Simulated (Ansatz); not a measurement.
# CH6GeO3: vertical ionisation energy

One table from this session's results is given with a row withheld; the runs are named, their logs left out.

Program: Ansatz 0.2.0, Gaussian basis. Level of theory: unrestricted cation, the program's frozen cores in correlated methods. These are calculated values, not measurements.

The runs, in order: UKS PBE-D4/def2-TZVPP; UKS r2SCAN-D4/def2-TZVPP; UKS PBE0-D4/def2-TZVPP; UKS B3LYP-D4/def2-TZVPP; UKS wB97X-V/def2-TZVPP; UKS wB97M-V/def2-TZVPP; UKS B2PLYP/def2-TZVPP; UHF-CCSD(T)/def2-TZVPP; UHF-MP2/def2-QZVPP; extrapolation to the limit; then −ε(HOMO) from the neutral's earlier runs with LDA (SPW92), PBE-D4, revPBE-D4, BLYP-D4, r2SCAN-D4, B97M-V, PBE0-D4, B3LYP-D4, r2SCANh-D4, r2SCAN0-D4, HSE06-D4, BHLYP-D4, CAM-B3LYP-D4, LC-ωPBE, ωB97X-V, ωB97M-V.

### The relaxed structure

All runs share one geometry, relaxed beforehand with PBE0-D4 in a triple-zeta def2 set.

SMILES `[CH3][Ge]([OH])([OH])[OH]`, 11 atoms, charge 0, spin multiplicity 1.

Atoms are counted from 1 here; the program's logs count them from 0.

Bond lengths: C1–Ge2 1.921 Å, C1–H6 1.090 Å, C1–H7 1.090 Å, C1–H8 1.090 Å, Ge2–O3 1.773 Å, Ge2–O4 1.773 Å, Ge2–O5 1.773 Å, O3–H9 0.961 Å, O4–H10 0.961 Å, O5–H11 0.961 Å. Angles: Ge2–C1–H6 109.6°, Ge2–C1–H7 109.6°, Ge2–C1–H8 109.6°, H6–C1–H7 109.3°, H6–C1–H8 109.3°, H7–C1–H8 109.3°, C1–Ge2–O3 111.5°, C1–Ge2–O4 111.5°, C1–Ge2–O5 111.5°, O3–Ge2–O4 107.4°, O3–Ge2–O5 107.4°, O4–Ge2–O5 107.4°, Ge2–O3–H9 111.1°, Ge2–O4–H10 111.1°, Ge2–O5–H11 111.1°.

The first run:

File in.yaml:

```yaml
crystal:
  periodic: [false, false, false]
  atoms:
    - {symbol: C, position_ang: [-1.536895, 0.452508, 0.379090]}
    - {symbol: Ge, position_ang: [0.255937, -0.079412, -0.059312]}
    - {symbol: O, position_ang: [1.324883, 0.017153, 1.352361]}
    - {symbol: O, position_ang: [0.949580, 0.955035, -1.321675]}
    - {symbol: O, position_ang: [0.310350, -1.749540, -0.652953]}
    - {symbol: H, position_ang: [-1.516148, 1.400206, 0.916907]}
    - {symbol: H, position_ang: [-2.117817, 0.569463, -0.535600]}
    - {symbol: H, position_ang: [-2.001123, -0.308210, 1.006475]}
    - {symbol: H, position_ang: [1.805175, -0.805044, 1.478856]}
    - {symbol: H, position_ang: [1.807805, 1.295307, -1.056428]}
    - {symbol: H, position_ang: [0.783652, -1.804364, -1.487022]}
basis:
  gaussian: {orbitals: def2-TZVPP}
total_charge: 1
magnetization: {spin_polarized: true, initial_magnetization: 1}
hamiltonian: {xc: pbe, dispersion: d4}
```

Launch:

```bash
ansatz run in.yaml --threads 2 --pin off --events-out ev --progress --plain --max-ram 32768MiB --backend cpu
```

Steps of the session up to this table: Cation, UKS PBE-D4/def2-TZVPP; Cation, UKS r2SCAN-D4/def2-TZVPP; Cation, UKS PBE0-D4/def2-TZVPP; Cation, UKS B3LYP-D4/def2-TZVPP; Cation, UKS wB97X-V/def2-TZVPP; Cation, UKS wB97M-V/def2-TZVPP; Cation, UKS B2PLYP (frozen core)/def2-TZVPP; Cation, UHF-CCSD(T)/def2-TZVPP; Cation, UHF-MP2/def2-QZVPP.

One table of the session follows, with a row left open; its other results are not shown here.

It belongs to the step «Ionisation energies side by side». For comparison, −ε(HOMO) of the neutral from earlier runs:

| functional | −ε(HOMO) (eV) |
| --- | --- |
| LDA (SPW92) | 7.09 |
| PBE-D4 | 6.89 |
| revPBE-D4 | 6.82 |
| BLYP-D4 | 6.80 |
| r2SCAN-D4 | 7.26 |
| B97M-V | 7.35 |
| PBE0-D4 | 8.51 |
| B3LYP-D4 | 8.26 |
| r2SCANh-D4 | 7.87 |
| r2SCAN0-D4 | 8.77 |
| HSE06-D4 | 8.11 |
| BHLYP-D4 | 10.03 |
| CAM-B3LYP-D4 | 9.98 |
| LC-ωPBE | 11.33 |
| ωB97X-V | ? |
| ωB97M-V | 10.88 |

Q: Estimate the row for ωB97X-V from the others.

**Answer.** −ε(HOMO) (eV): 10.97. In the column «−ε(HOMO) (eV)» it lies between ωB97M-V (10.88) and LC-ωPBE (11.33).

Caveats from the session: The cation may have settled in a state other than its lowest; no search over hole states beyond the program's own was made.
